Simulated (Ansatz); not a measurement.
What does this script print? It uses the Python package of Ansatz (0.2.0).

`nc_paw_rh.py`:
```python
# -*- coding: utf-8 -*-
"""Two kinds of potentials on Rh."""

import ansatz as az
import numpy as np


def count_gap(report):
    # lowest empty less highest filled band, counting bands; zero where they overlap
    return max(report.get("gap_by_band_count_ev") or 0.0, 0.0)


def main():
    lattice = az.Lattice.of(
        (2.69174, 0.0, 0.0),
        (-1.34587, 2.33112, 0.0),
        (0.0, 0.0, 8.79807),
    )
    sites = [
        ("Rh", (0.0, 0.0, 0.0)),
        ("Rh", (1 / 3, 2 / 3, 0.25)),
        ("Rh", (0.0, 0.0, 0.5)),
        ("Rh", (2 / 3, 1 / 3, 0.75)),
    ]
    system = az.Crystal(lattice=lattice)
    for symbol, position in sites:
        system = system.atom(symbol, position)

    base = (
        system.calculation()
        .functional("pbesol")
        .occupations("fermi_dirac")
        .kpoints(9, 9, 3)
        .stress()
        .forces()
        .band_table()
    )
    variants = {
        "PAW": base.pseudopotentials("paw"),
        "norm-conserving": base.pseudopotentials("nc"),
    }
    # totals differ by the cores that each treatment holds, so compare what does not depend on them
    rows = []
    for label, variant in variants.items():
        report = variant.run(threads=1).report
        levels = np.array(report["eigenvalues_ev"][0]) - report["fermi_energy_ev"]
        print(label, "levels at the first k-point near E_F:", np.round(levels[np.abs(levels) < 5], 3))
        rows.append((label, report["n_electrons"], np.trace(report["stress_gpa"]) / 3, float(np.abs(report["forces_ev_ang"]).max()), count_gap(report)))
    print("     treatment  electrons in bands           P GPa  max force component eV/A  gap by band count eV")
    for row in rows:
        print(f"{str(row[0]):>14s}  {row[1]:18.1f}  {row[2]:14.3f}  {row[3]:24.4f}  {row[4]:20.3f}")


if __name__ == "__main__":
    main()
```

Output of `python nc_paw_rh.py`:
```text
DeckWarning: basis.ecutwfc = 420 eV, auto-derived from the records' recommended cutoffs: set by Rh (normal level)
PAW levels at the first k-point near E_F: [-3.231 -3.203 -3.14  -3.14  -3.096 -3.095 -3.095 -2.717 -2.717 -2.608
 -2.608 -1.418 -1.418 -0.824 -0.824 -0.331 -0.331  0.445  0.445  0.633]
DeckWarning: basis.ecutwfc = 1197.300995 eV, auto-derived from the records' recommended cutoffs: set by Rh (normal level)
norm-conserving levels at the first k-point near E_F: [-3.235 -3.207 -3.14  -3.14  -3.098 -3.096 -3.096 -2.717 -2.717 -2.609
 -2.609 -1.417 -1.417 -0.823 -0.823 -0.33  -0.33   0.445  0.445  0.627]
     treatment  electrons in bands           P GPa  max force component eV/A  gap by band count eV
           PAW                68.0          -5.345                    0.0000                 0.000
norm-conserving                68.0          -4.905                    0.0000                 0.000
```
(Warnings from the package without file and line.)

PAW gives -5.345 GPa and norm-conserving -4.905 GPa, 0.44 GPa apart (a gap this large is an error of one set of files, which an all-electron run can settle). They took 2.7 and 13.2 s of processor time.

Reading the output:
- For a metal this k-point mesh is coarse: on a finer one energies can move by several to tens of meV an atom and pressures by half a GPa or more, differences at one mesh by less.
- A gap by band count of zero or less means overlapping bands, a metal.
- This isn't the structure that Rh takes at ambient conditions.
- Gaps and levels are Kohn-Sham values on a finite set of k-points, without spin-orbit coupling.
- Stress is positive in compression.
- Finished in 17 s on 1 thread of Arm Neoverse V1, on a shared host, peak memory 0.54 GiB.
